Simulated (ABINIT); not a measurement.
# TaF3 (Pm-3m) in ABINIT: a series of runs

The runs below take TaF3 through single point, with PBEsol, PBE.

All numbers are computed with ABINIT 10.8.3 (patched build); they aren't measurements. Logs are shortened: lines on timing, memory, paths and dates and some standing lists are left out, and cuts for length are marked. The log counts tension as positive stress, the text compression.

## (1) The structure

It takes space group Pm-3m (No. 221, cubic). Conventional cell: a = 3.901 Å, b = 3.901 Å, c = 3.901 Å, α = 90.00°, β = 90.00°, γ = 90.00°. Around Ta (site symmetry m-3m) lie 6 F at 1.95 Å. F (site symmetry 4/mmm) is surrounded by 2 Ta at 1.95 Å.

## (2) Single point, PBEsol

Input file run.abi:

```
pp_dirpath "./"
pseudos "Ta.upf, F.upf"

acell 3*1.0 Angstrom
rprim
     3.9012000000     0.0000000000     0.0000000000
     0.0000000000     3.9012000000     0.0000000000
     0.0000000000     0.0000000000     3.9012000000
ntypat 2
znucl 73 9
natom 4
typat 1 2 2 2
xred
     0.0000000000     0.0000000000     0.0000000000
     0.0000000000     0.0000000000     0.5000000000
     0.0000000000     0.5000000000     0.0000000000
     0.5000000000     0.0000000000     0.0000000000

ecut 979.609905 eV

kptopt 1
ngkpt 5 5 5
nshiftk 1
shiftk 0.0 0.0 0.0

ixc -116133

nband 21
occopt 3
tsmear 0.00183747

nstep 100
tolvrs 1.0e-10

iomode 3
prtwf 0
prtden 0
prteig 0
prtebands 0
enunit 1
```

Potentials or basis: PseudoDojo NC SR PBEsol v0.4.1 standard.

Launch:

```
$ abinit run.abi > log 2>&1
```

run.abo:

```text
.Version 10.8.3 of ABINIT
 Symmetries : space group Pm -3 m (#221); Bravais cP (primitive cubic)
================================================================================
 Values of the parameters that define the memory need of the present run
     intxc =       0    ionmov =       0      iscf =       7    lmnmax =       8
     lnmax =       8     mgfft =      40  mpssoang =       4    mqgrid =    3001
     natom =       4  nloc_mem =       1    nspden =       1   nspinor =       1
    nsppol =       1      nsym =      48    n1xccc =    2501    ntypat =       2
    occopt =       3   xclevel =       2
       mpw =        4154          nfft =       64000          nkpt =          10
================================================================================
================================================================================

--------------------------------------------------------------------------------
------------- Echo of variables that govern the present computation ------------
--------------------------------------------------------------------------------
 -outvars: echo values of preprocessed input variables --------
            acell      1.8897261259E+00  1.8897261259E+00  1.8897261259E+00 Bohr
              amu      1.80947900E+02  1.89984032E+01
             ecut      3.60000000E+01 Hartree
           enunit           1
              ixc     -116133
         kptrlatt        5    0    0      0    5    0      0    0    5
          kptrlen      3.68609978E+01
            natom           4
            nband          21
            ngfft          40      40      40
             nkpt          10
            nstep         100
             nsym          48
           ntypat           2
           occopt           3
           prtden           0
        prtebands           0
           prteig           0
            prtwf           0
            rprim      3.9012000000E+00  0.0000000000E+00  0.0000000000E+00
                       0.0000000000E+00  3.9012000000E+00  0.0000000000E+00
                       0.0000000000E+00  0.0000000000E+00  3.9012000000E+00
          spgroup         221
           tolvrs      1.00000000E-10
           tsmear      1.83747000E-03 Hartree
            typat      1  2  2  2
           xangst      0.0000000000E+00  0.0000000000E+00  0.0000000000E+00
                       0.0000000000E+00  0.0000000000E+00  1.9506000000E+00
                       0.0000000000E+00  1.9506000000E+00  0.0000000000E+00
                       1.9506000000E+00  0.0000000000E+00  0.0000000000E+00
            xcart      0.0000000000E+00  0.0000000000E+00  0.0000000000E+00
                       0.0000000000E+00  0.0000000000E+00  3.6860997812E+00
                       0.0000000000E+00  3.6860997812E+00  0.0000000000E+00
                       3.6860997812E+00  0.0000000000E+00  0.0000000000E+00
             xred      0.0000000000E+00  0.0000000000E+00  0.0000000000E+00
                       0.0000000000E+00  0.0000000000E+00  5.0000000000E-01
                       0.0000000000E+00  5.0000000000E-01  0.0000000000E+00
                       5.0000000000E-01  0.0000000000E+00  0.0000000000E+00
            znucl       73.00000    9.00000

================================================================================

 chkinp: Checking input parameters for consistency.

================================================================================
== DATASET  1 ==================================================================

--- !DatasetInfo
iteration_state: {dtset: 1, }
dimensions: {natom: 4, nkpt: 10, mband: 21, nsppol: 1, nspinor: 1, nspden: 1, mpw: 4154, }
cutoff_energies: {ecut:  36.0, pawecutdg:  -1.0, }
electrons: {nelect:   3.40000000E+01, charge:   0.00000000E+00, occopt:   3.00000000E+00, tsmear:   1.83747000E-03, }
meta: {optdriver: 0, ionmov: 0, optcell: 0, iscf: 7, paral_kgb: 0, }
...

 Real(R)+Recip(G) space primitive vectors, cartesian coordinates (Bohr,Bohr^-1):
 R(1)=  7.3721996  0.0000000  0.0000000  G(1)=  0.1356447  0.0000000  0.0000000
 R(2)=  0.0000000  7.3721996  0.0000000  G(2)=  0.0000000  0.1356447  0.0000000
 R(3)=  0.0000000  0.0000000  7.3721996  G(3)=  0.0000000  0.0000000  0.1356447
 Unit cell volume ucvol=  4.0067408E+02 bohr^3
 Angles (23,13,12)=  9.00000000E+01  9.00000000E+01  9.00000000E+01 degrees

 getcut: wavevector=  0.0000  0.0000  0.0000  ngfft=  40  40  40
         ecut(hartree)=     36.000   => boxcut(ratio)=   2.00885

--- Pseudopotential description ------------------------------------------------
- pspini: atom type   1  psp file is ./Ta.upf
12 -116133 3 -1 1432                          pspcod,pspxc,lmax,lloc,mmax
     nproj     2     2     2     2

- pspini: atom type   2  psp file is ./F.upf
12 -116133 2 -1 832                           pspcod,pspxc,lmax,lloc,mmax
     nproj     2     2     1     0

   1.23768628E+03                                ecore*ucvol(ha*bohr**3)
--------------------------------------------------------------------------------

================================================================================

--- !BeginCycle
iteration_state: {dtset: 1, }
solver: {iscf: 7, nstep: 100, nline: 4, wfoptalg: 0, }
tolerances: {tolvrs: 1.00E-10, }
...

     iter   Etot(hartree)      deltaE(h)  residm     vres2
 ETOT  1  -138.62351595449    -1.386E+02 1.256E-01 1.509E+02
 ETOT  2  -138.72624804713    -1.027E-01 1.613E-02 2.238E+02
 ETOT  3  -138.83602951899    -1.098E-01 4.014E-03 3.155E+00
 ETOT  4  -138.83619635415    -1.668E-04 1.860E-03 9.956E-01
 ETOT  5  -138.83620770506    -1.135E-05 3.646E-04 7.991E-02
 ETOT  6  -138.83621199057    -4.286E-06 1.253E-03 1.443E-02
 ETOT  7  -138.83621235787    -3.673E-07 3.521E-04 6.975E-04
 ETOT  8  -138.83621238448    -2.661E-08 7.014E-04 1.658E-05
 ETOT  9  -138.83621238684    -2.359E-09 2.167E-04 9.636E-07
 ETOT 10  -138.83621238692    -8.373E-11 2.704E-04 3.987E-09
 ETOT 11  -138.83621238693    -3.894E-12 1.037E-04 7.043E-10
 ETOT 12  -138.83621238692     2.927E-12 9.439E-05 1.600E-11

 At SCF step   12       vres2   =  1.60E-11 < tolvrs=  1.00E-10 =>converged.

 Cartesian components of stress tensor (hartree/bohr^3)
  sigma(1 1)= -6.10083809E-04  sigma(3 2)=  0.00000000E+00
  sigma(2 2)= -6.10083809E-04  sigma(3 1)=  0.00000000E+00
  sigma(3 3)= -6.10083809E-04  sigma(2 1)=  0.00000000E+00

--- !ResultsGS
iteration_state: {dtset: 1, }
comment   : Summary of ground state results
lattice_vectors:
- [  7.3721996,   0.0000000,   0.0000000, ]
- [  0.0000000,   7.3721996,   0.0000000, ]
- [  0.0000000,   0.0000000,   7.3721996, ]
lattice_lengths: [   7.37220,    7.37220,    7.37220, ]
lattice_angles: [ 90.000,  90.000,  90.000, ] # degrees, (23, 13, 12)
lattice_volume:   4.0067408E+02
convergence: {deltae:  2.927E-12, res2:  1.600E-11, residm:  9.439E-05, diffor: null, }
etotal    :  -1.38836212E+02
entropy   :   0.00000000E+00
fermie    :   2.77345478E-01
cartesian_stress_tensor: # hartree/bohr^3
- [ -6.10083809E-04,   0.00000000E+00,   0.00000000E+00, ]
- [  0.00000000E+00,  -6.10083809E-04,   0.00000000E+00, ]
- [  0.00000000E+00,   0.00000000E+00,  -6.10083809E-04, ]
pressure_GPa:   1.7949E+01
xred      :
- [  0.0000E+00,   0.0000E+00,   0.0000E+00, Ta]
- [  0.0000E+00,   0.0000E+00,   5.0000E-01,  F]
- [  0.0000E+00,   5.0000E-01,   0.0000E+00,  F]
- [  5.0000E-01,   0.0000E+00,   0.0000E+00,  F]
cartesian_forces: # hartree/bohr
- [ -0.00000000E+00,  -0.00000000E+00,  -0.00000000E+00, ]
- [ -0.00000000E+00,  -0.00000000E+00,  -0.00000000E+00, ]
- [ -0.00000000E+00,  -0.00000000E+00,  -0.00000000E+00, ]
- [ -0.00000000E+00,  -0.00000000E+00,  -0.00000000E+00, ]
force_length_stats: {min:   0.00000000E+00, max:   0.00000000E+00, mean:   0.00000000E+00, }
...

 Integrated electronic density in atomic spheres:
 ------------------------------------------------
 Atom  Sphere_radius  Integrated_density
    1        2.00000          9.42866212
    2        2.00000          7.23111134
    3        2.00000          7.23111134
    4        2.00000          7.23111134
================================================================================

 ----iterations are completed or convergence reached----

 Mean square residual over all n,k,spin=   47.911E-08; max=  94.392E-06
 reduced coordinates (array xred) for    4 atoms
       0.000000000000      0.000000000000      0.000000000000
       0.000000000000      0.000000000000      0.500000000000
       0.000000000000      0.500000000000      0.000000000000
       0.500000000000      0.000000000000      0.000000000000
 rms dE/dt=  0.0000E+00; max dE/dt=  0.0000E+00; dE/dt below (all hartree)
    1       0.000000000000      0.000000000000      0.000000000000
    2       0.000000000000      0.000000000000      0.000000000000
    3       0.000000000000      0.000000000000      0.000000000000
    4       0.000000000000      0.000000000000      0.000000000000

 cartesian coordinates (angstrom) at end:
    1      0.00000000000000     0.00000000000000     0.00000000000000
    2      0.00000000000000     0.00000000000000     1.95060000000000
    3      0.00000000000000     1.95060000000000     0.00000000000000
    4      1.95060000000000     0.00000000000000     0.00000000000000

 cartesian forces (hartree/bohr) at end:
    1     -0.00000000000000    -0.00000000000000    -0.00000000000000
    2     -0.00000000000000    -0.00000000000000    -0.00000000000000
    3     -0.00000000000000    -0.00000000000000    -0.00000000000000
    4     -0.00000000000000    -0.00000000000000    -0.00000000000000
 frms,max,avg= 0.0000000E+00 0.0000000E+00   0.000E+00  0.000E+00  0.000E+00 h/b

 cartesian forces (eV/Angstrom) at end:
    1     -0.00000000000000    -0.00000000000000    -0.00000000000000
    2     -0.00000000000000    -0.00000000000000    -0.00000000000000
    3     -0.00000000000000    -0.00000000000000    -0.00000000000000
    4     -0.00000000000000    -0.00000000000000    -0.00000000000000
 frms,max,avg= 0.0000000E+00 0.0000000E+00   0.000E+00  0.000E+00  0.000E+00 e/A
 length scales=  1.889726125908  1.889726125908  1.889726125908 bohr
              =  1.000000000000  1.000000000000  1.000000000000 angstroms
 Fermi (or HOMO) energy (eV) =   7.54695   Average Vxc (eV)=  -9.34568
 Eigenvalues (   eV  ) for nkpt=  10  k points:
 kpt#   1, nband= 21, wtk=  0.00800, kpt=  0.0000  0.0000  0.0000 (reduced coord)
 -62.51203  -29.35237  -29.35237  -29.35237  -21.29839  -20.98214  -20.98214   -2.58189
  -2.58189   -2.58189   -1.64675   -1.64675   -1.64675   -1.62541   -1.62541   -1.62541
   6.37162    6.37162    6.37162    7.14166   10.23140
 prteigrs : prtvol=0 or 1, do not print more k-points.

--- !EnergyTerms
iteration_state     : {dtset: 1, }
comment             : Components of total free energy in Hartree
kinetic             :  6.62414178113033E+01
hartree             :  4.67727339442125E+01
xc                  : -3.10842172264686E+01
Ewald energy        : -7.59764004491809E+01
psp_core            :  3.08901009722983E+00
local_psp           : -1.44454187445372E+02
non_local_psp       : -3.42373643847142E+00
internal            : -1.38835379706747E+02
'-kT*entropy'       : -8.32680176506402E-04
total_energy        : -1.38836212386923E+02
total_energy_eV     : -3.77792580018962E+03
band_energy         : -1.68681046916268E+01
...

 Cartesian components of stress tensor (hartree/bohr^3)
  sigma(1 1)= -6.10083809E-04  sigma(3 2)=  0.00000000E+00
  sigma(2 2)= -6.10083809E-04  sigma(3 1)=  0.00000000E+00
  sigma(3 3)= -6.10083809E-04  sigma(2 1)=  0.00000000E+00

-Cartesian components of stress tensor (GPa)         [Pressure=  1.7949E+01 GPa]
- sigma(1 1)= -1.79492854E+01  sigma(3 2)=  0.00000000E+00
- sigma(2 2)= -1.79492854E+01  sigma(3 1)=  0.00000000E+00
- sigma(3 3)= -1.79492854E+01  sigma(2 1)=  0.00000000E+00

== END DATASET(S) ==============================================================
================================================================================

 -outvars: echo values of variables after computation  --------
            acell      1.8897261259E+00  1.8897261259E+00  1.8897261259E+00 Bohr
           etotal     -1.3883621239E+02
            fcart     -0.0000000000E+00 -0.0000000000E+00 -0.0000000000E+00
                      -0.0000000000E+00 -0.0000000000E+00 -0.0000000000E+00
                      -0.0000000000E+00 -0.0000000000E+00 -0.0000000000E+00
                      -0.0000000000E+00 -0.0000000000E+00 -0.0000000000E+00
            rprim      3.9012000000E+00  0.0000000000E+00  0.0000000000E+00
                       0.0000000000E+00  3.9012000000E+00  0.0000000000E+00
                       0.0000000000E+00  0.0000000000E+00  3.9012000000E+00
           strten     -6.1008380908E-04 -6.1008380908E-04 -6.1008380908E-04
                       0.0000000000E+00  0.0000000000E+00  0.0000000000E+00
           xangst      0.0000000000E+00  0.0000000000E+00  0.0000000000E+00
                       0.0000000000E+00  0.0000000000E+00  1.9506000000E+00
                       0.0000000000E+00  1.9506000000E+00  0.0000000000E+00
                       1.9506000000E+00  0.0000000000E+00  0.0000000000E+00
             xred      0.0000000000E+00  0.0000000000E+00  0.0000000000E+00
                       0.0000000000E+00  0.0000000000E+00  5.0000000000E-01
                       0.0000000000E+00  5.0000000000E-01  0.0000000000E+00
                       5.0000000000E-01  0.0000000000E+00  0.0000000000E+00
 Calculation completed.
```

It took 34 s on 1 thread of Arm Neoverse V1, shared host; peak memory 0.08 GiB.

Results:

```
Free energy                                           : -3777.9258 eV
Pressure                                              : 17.9 GPa
Band gap on the k mesh                                : none (metal or under the smearing width)
Valence electrons inside the program's atomic spheres : Ta 9.43; F 7.23
```

Levels at points of the mesh, in eV from the Fermi level:
```csv
k point,band 14,band 15,band 16,band 17,band 18,band 19,band 20,band 21
"(0.00, 0.00, 0.00)",-9.17,-9.17,-9.17,-1.18,-1.18,-1.18,-0.41,2.68
```

Caveat: the cutoff is short for stress, so the pressure is rough; so large a pressure means that the cell lies far from this level's equilibrium, or that cutoff or potentials fall short. Spin-orbit coupling is left out, which matters for the levels of Ta.

[end of part 1 of 2]
